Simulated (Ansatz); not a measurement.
**BeSiH (quartet): from Hartree-Fock to the top rungs at angle Be2–Si1–H3 = 85.3°, 6-31G**

Aim: climb from Hartree-Fock through coupled cluster and multireference methods for BeSiH (quartet) at one geometry and basis, and see what each rung misses.

Computed with Ansatz 0.2.0, Gaussian basis. Level: 6-31G, core rule «outside noble gas», up to 6 orbitals frozen.

The runs, in order: UHF; CCSD(T) on ROHF; CCSD(T) on UHF; BCCD(T) on ROHF; CISD as a restricted active space (open shells left free, so some higher excitations enter); CCSDT(Q) on ROHF; CCSDT(Q) on UHF; CCSDTQ on ROHF; CCSDTQ on UHF; CASSCF and MRCISD+Q, 5 electrons in 5 orbitals; CASSCF and NEVPT2, 5 electrons in 5 orbitals; CASSCF and MRCISD+Q, 7 electrons in 9 orbitals; CASSCF and NEVPT2, 7 electrons in 9 orbitals; Full CI.

11 further runs of the same task are left out: 8 that didn't finish, 3 set aside as unsound or not needed. Runs told in other sessions of the task aren't counted.

## Step 1: The geometry

The geometry derives from a PBE0/def2-TZVP stationary point (not a proven minimum). One angle is set to the value named; bond lengths are kept.

3 atoms, charge 0, spin multiplicity 4.

Atoms are counted from 1 here; the program's logs count them from 0.

Bond lengths: Si1–Be2 2.079 Å, Si1–H3 1.489 Å. Angles: Be2–Si1–H3 85.3°.

## Step 2: UHF

in.yaml

```yaml
crystal:
  periodic: [false, false, false]
  atoms:
    - {symbol: Si, position_ang: [-0.390650, 0.000000, 0.306478]}
    - {symbol: Be, position_ang: [1.138615, 0.000000, -1.102218]}
    - {symbol: H, position_ang: [0.704593, 0.000000, 1.315370]}
basis:
  gaussian: {orbitals: 6-31G}
magnetization: {spin_polarized: true, initial_magnetization: 3}
hamiltonian: {xc: hf}
output: {orbitals: {seedname: orbitals}}
```

Command:

```sh
$ ansatz run in.yaml --threads 1 --pin off --events-out ev --progress --plain --max-ram 2393MiB
```

After this run come: CCSD(T) on ROHF; CCSD(T) on UHF; BCCD(T) on ROHF; CISD as a restricted active space (open shells left free, so some higher excitations enter); CCSDT(Q) on ROHF; CCSDT(Q) on UHF; CCSDTQ on ROHF; CCSDTQ on UHF; CASSCF and MRCISD+Q, 5 electrons in 5 orbitals; CASSCF and NEVPT2, 5 electrons in 5 orbitals; CASSCF and MRCISD+Q, 7 electrons in 9 orbitals; CASSCF and NEVPT2, 7 electrons in 9 orbitals; Full CI.

Q: Predict the results of all the runs planned. Wanted: FCI from the RHF energy; RMP2 from FCI; UMP2 from FCI; RCCSD from FCI; RCCSD(T) from FCI; UCCSD(T) from FCI; RCCSDT(Q) from FCI; UCCSDT(Q) from FCI; NEVPT2 pair from FCI.

As calculated:

| quantity | value |
| --- | --- |
| FCI from the ROHF energy | -1.7362 eV |
| RMP2 from FCI | +576.2 meV |
| UMP2 from FCI | +559.3 meV |
| RCCSD from FCI | +58.0 meV |
| RCCSD(T) from FCI | +19.1 meV |
| UCCSD(T) from FCI | +18.9 meV |
| RCCSDT(Q) from FCI | +0.4 meV |
| UCCSDT(Q) from FCI | 0.0 meV |
| NEVPT2 pair from FCI | +471.1 meV |
| MRCISD+Q pair from FCI | +6.9 meV |
| NEVPT2 valence from FCI | +156.8 meV |
| levels within 1 kcal/mol (43 meV) | RCCSD(T), UCCSD(T), BCCD(T), RCCSDT, UCCSDT, RCCSDT(Q), UCCSDT(Q), RCCSDTQ, UCCSDTQ, MRCISD+Q pair, MRCISD valence, MRCISD+Q valence |
| T1 diagnostic | 0.030 |
| effectively unpaired electrons | 3.03 |

What this shows: RCCSD(T) misses by +19.1 meV, 1.1 % of the correlation energy. One determinant dominates. Of the multireference levels listed MRCISD+Q pair comes nearest in total energy (+6.9 meV), which doesn't show that its space is the better one. These misses are within one basis, not against nature; the frozen cores of restricted and unrestricted runs differ, which can shift their rows.

Levels on UHF freeze UHF's core orbitals, full CI those of ROHF, so the U rows can settle a little off it for that reason alone.

With open shells the CI space here admits some higher excitations, so it is larger than plain CISD.
